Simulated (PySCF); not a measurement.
# ZrNH: structure of the singlet

Aim: relax ZrNH as a singlet from a PBE0 minimum start, check by its vibrations whether the end is a minimum, and collect its spectrum and constants.

The runs use PySCF 2.14.0; PBE0, basis Zr def2-SVP with ECP28, N def2-SVP, H def2-SVP, scalar-relativistic core potentials, no spin–orbit coupling, density fitting.

## Step 1: The system as given

3 atoms, charge 0, spin multiplicity 1.

Bond lengths: Zr1–N2 1.690 Å, Zr1–H3 1.897 Å. Angles: N2–Zr1–H3 106.4°.

```xyz
3
charge 0 multiplicity 1
Zr    0.0201    0.2202    0.0000
N     0.0000   -1.4696    0.0000
H    -1.7934    0.7784    0.0000
```

## Step 2: First SCF at the start

One driver script runs all steps and calls PySCF; scf.py shows how it sets up the SCF of each step. The optimiser is the driver's own. After this first run the driver tries any further starts and a stability analysis.

scf.py

```python
from pyscf import gto, scf, dft
mol = gto.M(atom='''
Zr     0.020100     0.220170    -0.000000
N      0.000000    -1.469600     0.000000
H     -1.793420     0.778410     0.000000''',
    basis={'Zr': 'def2-SVP', 'N': 'def2-SVP', 'H': 'def2-SVP'},
    ecp={'Zr': 'def2-SVP'},
    charge=0, spin=0)
mf = dft.RKS(mol, xc='PBE0')
mf.grids.atom_grid = (50, 194)
aux = {'Zr': 'def2-universal-JKFIT', 'N': 'def2-universal-JKFIT', 'H': 'def2-universal-JKFIT'}
mf = mf.density_fit(auxbasis=aux)
mf.conv_tol = 1e-08
mf.diis_space = 10
mf.max_cycle = 60
mf.init_guess = 'minao'
mf.verbose = 4
mf.kernel()
```

Started as:

```
$ OMP_NUM_THREADS=2 python axn.py task.json out
```

Log:

```text
init E= -95.949431718198
  HOMO = -0.545054806201904  LUMO = -0.449351242872182  gap/eV = 2.60423
cycle= 1 E= -101.911413142181  delta_E= -5.96  |g|= 0.875  |ddm|= 4.08
  HOMO = -0.0677176652740528  LUMO = -0.0197676497244856  gap/eV = 1.30479
cycle= 2 E= -101.893351928903  delta_E= 0.0181  |g|= 0.931  |ddm|= 2.74
  HOMO = -0.211593296324831  LUMO = -0.0960565099044359  gap/eV = 3.14392
cycle= 3 E= -102.155300210856  delta_E= -0.262  |g|= 0.222  |ddm|= 1.41
  HOMO = -0.240332904498921  LUMO = -0.0906586026654779  gap/eV = 4.07285
cycle= 4 E= -102.153491354392  delta_E= 0.00181  |g|= 0.24  |ddm|= 0.301
  HOMO = -0.228296666576709  LUMO = -0.0913834549131227  gap/eV = 3.72560
cycle= 5 E= -102.167020359644  delta_E= -0.0135  |g|= 0.0103  |ddm|= 0.165
  HOMO = -0.228142768256392  LUMO = -0.0914422218573273  gap/eV = 3.71981
cycle= 6 E= -102.167056259511  delta_E= -3.59e-05  |g|= 0.00233  |ddm|= 0.0153
  HOMO = -0.228450489876722  LUMO = -0.0916014050247437  gap/eV = 3.72385
cycle= 7 E= -102.167061268924  delta_E= -5.01e-06  |g|= 0.000994  |ddm|= 0.00801
  HOMO = -0.22858871446111  LUMO = -0.0916895703299206  gap/eV = 3.72522
cycle= 8 E= -102.16706199701  delta_E= -7.28e-07  |g|= 0.000222  |ddm|= 0.00292
  HOMO = -0.228567839971133  LUMO = -0.091671627921002  gap/eV = 3.72514
cycle= 9 E= -102.167062079102  delta_E= -8.21e-08  |g|= 6.3e-05  |ddm|= 0.0013
  HOMO = -0.228565987800545  LUMO = -0.091675611220772  gap/eV = 3.72498
cycle= 10 E= -102.167062083353  delta_E= -4.25e-09  |g|= 3.12e-05  |ddm|= 0.000268
  HOMO = -0.228572167956068  LUMO = -0.0916736505914563  gap/eV = 3.72520
Extra cycle  E= -102.16706208146  delta_E= 1.89e-09  |g|= 0.000102  |ddm|= 0.000108
converged SCF energy = -102.16706208146
```

This step, with its further starts and checks, needed 1.3 s of wall time on 2 threads of Arm Neoverse N1, shared host.

The test of internal stability found no lower closed-shell solution.

## Step 3: Relaxing the singlet from the PBE0 minimum start

The program finds Cs symmetry in the start, which this walk keeps. The walk stops when the largest gradient is under 0.0003 Eh/bohr and the energy has settled too.

scf.py, as its differences from that of step 2:

```diff
@@ -3,3 +3,3 @@
-Zr     0.020100     0.220170    -0.000000
-N      0.000000    -1.469600     0.000000
-H     -1.793420     0.778410     0.000000''',
+Zr     0.020104     0.220171     0.000000
+N      0.000004    -1.469599     0.000000
+H     -1.793416     0.778411     0.000000''',
@@ -16 +15,0 @@
-mf.init_guess = 'minao'
```

Steps of the walk:

| step | energy (Eh) | change (kJ/mol) | largest symmetric gradient (Eh/bohr) |
| --- | --- | --- | --- |
| 0 | -102.167062 | 0.00 | 0.00014 |

The walk took 0.9 s.

Positions (Å) and forces (eV/Å) along the way:

```
step 0
Zr   0.020   0.220   0.000   0.008  -0.001   0.000
N    0.000  -1.470   0.000  -0.005   0.000   0.000
H   -1.793   0.778   0.000  -0.003   0.000   0.000
```

After 0 steps and 0.0 kJ/mol it ends at Cs: Zr–H 1.897 Å, Zr–N 1.690 Å; H–Zr–N 106.4°.

## Step 4: Vibrations and properties at this point

On the finer grid the gradient is checked again; gradients at displacements of ±0.02 bohr then give force constants and infrared intensities.

scf.py, as its differences from that of step 3:

```diff
@@ -3,3 +3,3 @@
-Zr     0.020104     0.220171     0.000000
-N      0.000004    -1.469599     0.000000
-H     -1.793416     0.778411     0.000000''',
+Zr     0.020766     0.220497     0.000000
+N     -0.000711    -1.469240     0.000000
+H     -1.793365     0.777725     0.000000''',
@@ -10 +10 @@
-mf.grids.atom_grid = (50, 194)
+mf.grids.atom_grid = (75, 302)
@@ -13 +13 @@
-mf.conv_tol = 1e-08
+mf.conv_tol = 1e-10
```

This SCF starts from the last density.

Log of the central SCF (cycles and frontier levels):

```text
init E= -102.167105192438
  HOMO = -0.228527277823138  LUMO = -0.0916769787145434  gap/eV = 3.72389
cycle= 1 E= -102.167105192437  delta_E= 1.53e-12  |g|= 2.69e-06  |ddm|= 2.66e-06
  HOMO = -0.228526666857635  LUMO = -0.0916771480712087  gap/eV = 3.72387
Extra cycle  E= -102.167105192416  delta_E= 2.09e-11  |g|= 9.8e-06  |ddm|= 8.22e-06
converged SCF energy = -102.167105192416
```

The whole step took 20 s.

Geometry: Cs; Zr–H 1.898 Å, Zr–N 1.690 Å; H–Zr–N 106.3°.

Modes, for the most abundant isotopes:

```
symmetry  ω (cm⁻¹)  IR (km/mol)  μ (u)     type
      a'       479         86.0   1.12     bend
      a'      1072          143  15.34  stretch
      a'      1562          295   1.02  stretch
```

All wavenumbers are real: a minimum.

Constants and moments:

```
Dipole moment                                                   : 6.75 D
Highest occupied level                                          : -6.22 eV
Lowest empty level                                              : -2.49 eV
Rotational constants                                            : 5.187, 0.4784, 0.438 cm⁻¹
Zero-point energy                                               : 18.6 kJ/mol
Principal polarisabilities                                      : 27.3, 43.7, 63.0 bohr³
Atomisation energy without zero-point energy                    : 835 kJ/mol
Principal traceless quadrupole moments about the centre of mass : -11.51, 1.01, 10.50 D Å
Entropy at 298.15 K and 1 bar                                   : 253.6 J/(mol K)
Heat capacity Cp at 298.15 K                                    : 40.2 J/(mol K)
Enthalpy at 298.15 K above 0 K                                  : 10.63 kJ/mol
Rotational symmetry number                                      : 1
```

Populations by atom (charges in e):

| atom | Mulliken | Löwdin | polar tensor | Mayer order to Zr1 |
| --- | --- | --- | --- | --- |
| Zr1 | 0.49 | 0.29 | 1.29 | – |
| N2 | -0.25 | -0.13 | -0.85 | 3.15 |
| H3 | -0.24 | -0.16 | -0.44 | 0.93 |

Outer orbital energies (eV). occupied: -34.30, -34.01, -33.74, -16.64, -7.49, -6.98, -6.65, -6.22; empty: -2.49, -1.60, -1.47, -0.79.

Mulliken populations on Zr1 (outside its core potential): s 2.41, p 6.30, d 2.74, f 0.06.

## Step 5: Outcome

| quantity | value |
| --- | --- |
| minimum | singlet, Cs |
| geometry | Zr–H 1.898 Å, Zr–N 1.690 Å; H–Zr–N 106.3° |
| wavenumbers (cm⁻¹) | 479 (a'), 1072 (a'), 1562 (a') |
| dipole moment | 6.75 D |
| highest occupied, lowest empty level | -6.22, -2.49 eV |
| polar-tensor charge of Zr1 | +1.29 e |
| zero-point energy | 18.6 kJ/mol |
| entropy at 298.15 K | 253.6 J/(mol K) |
| atomisation energy (no zero-point energy) | 835 kJ/mol |

**Reading.** The molecule stays Cs, as typed, and the end point is a minimum. The strongest infrared band lies at 1562 cm⁻¹ (a', stretch). With 6.7 D the molecule is strongly polar. Only this shape and spin were tried, so other structures or states may lie lower. Whether spin polarisation would lower the closed shell was not checked.

The search up to here took 23 s.
